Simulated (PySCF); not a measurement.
# N³⁺: dipole response in dyall-av3z

Aim: the static polarisability and the C₆ coefficient of N³⁺, method by method.

Program: PySCF 2.14.0. Level of theory: unrestricted determinants in a Gaussian basis, no spin-orbit coupling in the energies. These are calculated values, not measurements, unless marked.

### 1 The atom as given

```
Element     : nitrogen (Z = 7)
Basis       : dyall-av3z
Hamiltonian : the non-relativistic Hamiltonian (point nucleus)
State 1     : N³⁺: [He] 2s2, closed-shell 1S
Methods     : UHF, PBE, PBE0, wB97M-V, TPSSh
```

The outer shells:

N3+ [He] 2s2
```
[He] core
2s [↑↓]
```

The runs were made by one driver on top of PySCF. The scripts below sum up each run's settings (the driver also hands on starting orbitals that pick excited configurations, and frozen orbitals as a list rather than a count), and the logs come from the driver's own runs. The driver starts from symmetry-adapted Hartree-Fock orbitals, holds the occupation by maximum overlap and uses a logarithmic radial grid for functionals, so a plain start would take other cycles.

The integrals over 71 functions and the set-up took 0.15 s of CPU time.

### 2 N³⁺, method by method

**UHF**

input.py

```python
from pyscf import gto, scf, dft, mp, cc
import basis_set_exchange as bse
mol = gto.M(atom="N 0 0 0", charge=3, spin=0, symmetry="D2h",
            basis=gto.basis.parse(bse.get_basis("dyall-av3z", elements=["N"], fmt="nwchem")))
mf = scf.UHF(mol)
mf.irrep_nelec = {'Ag': (2, 2)}
mf.kernel()
```

What it wrote:

```text
damping factor = 0
level_shift factor = 0
DIIS = <class 'pyscf.scf.diis.CDIIS'>
diis_start_cycle = 1
diis_space = 10
diis_damp = 0
SCF conv_tol = 1e-09
SCF conv_tol_grad = None
number electrons alpha = 2  beta = 2
cycle= 1 E= -51.0821650064321  delta_E= -2.3e-11  |g|= 1.03e-06  |ddm|= 1e-05
converged SCF energy = -51.0821650064321  <S^2> = 1.9984014e-15  2S+1 = 1
```

CPU time 1.7 s on a shared host, the integrals not counted.

The occupied shells:

```tsv
shell	electrons	mean orbital energy (eV)	spread (eV)	rms radius (bohr)
1s	2	-493.07	0	0.263
2s	2	-75.286	0	1.20
```

⟨S²⟩ = 0.000, ⟨L²⟩ = 0.00.

The driver then solved the coupled dipole response at imaginary frequencies: mean α = 2.238 bohr³, C₆ = 2.257 au for a like pair.

**PBE**

input.py, as changed from the run before:

```diff
@@ -4,3 +4,3 @@
             basis=gto.basis.parse(bse.get_basis("dyall-av3z", elements=["N"], fmt="nwchem")))
-mf = scf.UHF(mol)
+mf = dft.UKS(mol, xc="PBE")
 mf.irrep_nelec = {'Ag': (2, 2)}
```

What it wrote:

```text
damping factor = 0
level_shift factor = 0
DIIS = <class 'pyscf.scf.diis.CDIIS'>
diis_start_cycle = 1
diis_space = 10
diis_damp = 0
SCF conv_tol = 1e-09
SCF conv_tol_grad = None
number electrons alpha = 2  beta = 2
XC functionals = PBE
    J. P. Perdew, K. Burke, and M. Ernzerhof.,  Phys. Rev. Lett. 77, 3865 (1996)
    J. P. Perdew, K. Burke, and M. Ernzerhof.,  Phys. Rev. Lett. 78, 1396 (1997)
    J. P. Perdew, K. Burke, and M. Ernzerhof.,  Phys. Rev. Lett. 77, 3865 (1996)
    J. P. Perdew, K. Burke, and M. Ernzerhof.,  Phys. Rev. Lett. 78, 1396 (1997)
cycle= 1 E= -51.1303118614575  delta_E= -0.00245  |g|= 0.00726  |ddm|= 0.0618
cycle= 2 E= -51.1303132830632  delta_E= -1.42e-06  |g|= 0.000461  |ddm|= 0.00155
cycle= 3 E= -51.1303132885765  delta_E= -5.51e-09  |g|= 8.84e-06  |ddm|= 4.28e-05
cycle= 4 E= -51.1303132885831  delta_E= -6.55e-12  |g|= 6.43e-07  |ddm|= 4.49e-06
converged SCF energy = -51.1303132885831  <S^2> = -8.8817842e-16  2S+1 = 1
```

It used 0.86 s of CPU time after the integrals (shared host).

The driver then solved the coupled dipole response at imaginary frequencies: mean α = 2.096 bohr³, C₆ = 2.068 au for a like pair.

**PBE0**

input.py, as changed from the run before:

```diff
@@ -4,3 +4,3 @@
             basis=gto.basis.parse(bse.get_basis("dyall-av3z", elements=["N"], fmt="nwchem")))
-mf = dft.UKS(mol, xc="PBE")
+mf = dft.UKS(mol, xc="PBE0")
 mf.irrep_nelec = {'Ag': (2, 2)}
```

What it wrote:

```text
damping factor = 0
level_shift factor = 0
DIIS = <class 'pyscf.scf.diis.CDIIS'>
diis_start_cycle = 1
diis_space = 10
diis_damp = 0
SCF conv_tol = 1e-09
SCF conv_tol_grad = None
number electrons alpha = 2  beta = 2
XC functionals = PBE0
    C. Adamo and V. Barone.,  J. Chem. Phys. 110, 6158 (1999)
    M. Ernzerhof and G. E. Scuseria.,  J. Chem. Phys. 110, 5029 (1999)
cycle= 1 E= -51.1425315273713  delta_E= -0.00134  |g|= 0.00474  |ddm|= 0.0527
cycle= 2 E= -51.1425318722906  delta_E= -3.45e-07  |g|= 0.000144  |ddm|= 0.00103
cycle= 3 E= -51.1425318731482  delta_E= -8.58e-10  |g|= 7.84e-06  |ddm|= 1.66e-05
converged SCF energy = -51.1425318731482  <S^2> = -1.7763568e-15  2S+1 = 1
```

It used 2.2 s of CPU time after the integrals (shared host).

The driver then solved the coupled dipole response at imaginary frequencies: mean α = 2.126 bohr³, C₆ = 2.109 au for a like pair.

**wB97M-V**

input.py, as changed from the run before:

```diff
@@ -4,3 +4,3 @@
             basis=gto.basis.parse(bse.get_basis("dyall-av3z", elements=["N"], fmt="nwchem")))
-mf = dft.UKS(mol, xc="PBE0")
+mf = dft.UKS(mol, xc="WB97M_V")
 mf.irrep_nelec = {'Ag': (2, 2)}
```

What it wrote:

```text
damping factor = 0
level_shift factor = 0
DIIS = <class 'pyscf.scf.diis.CDIIS'>
diis_start_cycle = 1
diis_space = 10
diis_damp = 0
SCF conv_tol = 1e-09
SCF conv_tol_grad = None
number electrons alpha = 2  beta = 2
XC functionals = WB97M_V
    N. Mardirossian and M. Head-Gordon.,  J. Chem. Phys. 144, 214110 (2016)
NLC functional = WB97M_V
cycle= 1 E= -51.2254138750679  delta_E= -0.000734  |g|= 0.00502  |ddm|= 0.0433
cycle= 2 E= -51.2254147549692  delta_E= -8.8e-07  |g|= 0.000158  |ddm|= 0.00354
cycle= 3 E= -51.2254147587965  delta_E= -3.83e-09  |g|= 7.68e-06  |ddm|= 0.0003
cycle= 4 E= -51.2254147588102  delta_E= -1.37e-11  |g|= 3.52e-07  |ddm|= 1.79e-05
converged SCF energy = -51.2254147588102  <S^2> = -4.4408921e-16  2S+1 = 1
```

CPU time 5.4 s on a shared host, the integrals not counted.

The driver then solved the coupled dipole response at imaginary frequencies: mean α = 2.136 bohr³, C₆ = 2.130 au for a like pair.

**TPSSh**

input.py, as changed from the run before:

```diff
@@ -4,3 +4,3 @@
             basis=gto.basis.parse(bse.get_basis("dyall-av3z", elements=["N"], fmt="nwchem")))
-mf = dft.UKS(mol, xc="WB97M_V")
+mf = dft.UKS(mol, xc="TPSSH")
 mf.irrep_nelec = {'Ag': (2, 2)}
```

What it wrote:

```text
damping factor = 0
level_shift factor = 0
DIIS = <class 'pyscf.scf.diis.CDIIS'>
diis_start_cycle = 1
diis_space = 10
diis_damp = 0
SCF conv_tol = 1e-09
SCF conv_tol_grad = None
number electrons alpha = 2  beta = 2
XC functionals = TPSSH
    V. N. Staroverov, G. E. Scuseria, J. Tao, and J. P. Perdew.,  J. Chem. Phys. 119, 12129 (2003)
cycle= 1 E= -51.205232505999  delta_E= -0.00084  |g|= 0.00276  |ddm|= 0.0785
cycle= 2 E= -51.2052327167346  delta_E= -2.11e-07  |g|= 7.78e-05  |ddm|= 0.00151
cycle= 3 E= -51.2052327170186  delta_E= -2.84e-10  |g|= 4.04e-06  |ddm|= 6.71e-05
converged SCF energy = -51.2052327170186  <S^2> = -8.8817842e-16  2S+1 = 1
```

It used 3.8 s of CPU time after the integrals (shared host).

The driver then solved the coupled dipole response at imaginary frequencies: mean α = 2.145 bohr³, C₆ = 2.192 au for a like pair.

Radial density 4πr²ρ of N³⁺ at UHF:

```tsv
r (bohr)	density
0.00309	0.0243
0.00520	0.0668
0.00875	0.180
0.0147	0.468
0.0248	1.15
0.0416	2.57
0.0700	4.91
0.118	7.19
0.198	6.75
0.333	3.10
0.561	1.38
0.943	2.00
1.59	0.778
2.67	0.0343
4.49	2.80e-05
```

### 3 The response side by side

N³⁺, in atomic units:

```tsv
method	mean α	C₆ (like pair)	S(−4)
UHF	2.238	2.257	7.121
PBE	2.096	2.068	6.155
PBE0	2.126	2.109	6.341
wB97M-V	2.136	2.130	6.339
TPSSh	2.145	2.192	6.089
```

α(iu) at TPSSh:

```tsv
u (hartree)	α(iu) (bohr³)
0	2.145
0.0500	2.130
0.100	2.086
0.200	1.928
0.300	1.715
0.500	1.281
0.750	0.8799
1.00	0.6304
1.50	0.3716
2.00	0.2491
3.00	0.1381
5.00	0.06307
```

### 4 What came out

| quantity | value |
| --- | --- |
| α of N³⁺ | 2.096 (PBE) to 2.238 (UHF) bohr³ |

What this shows: A single London oscillator with the computed α and C₆ of N³⁺ at UHF would have ω = 4 C₆ / (3 α²) = 0.601 hartree. The basis is finite, and no extrapolation was made.
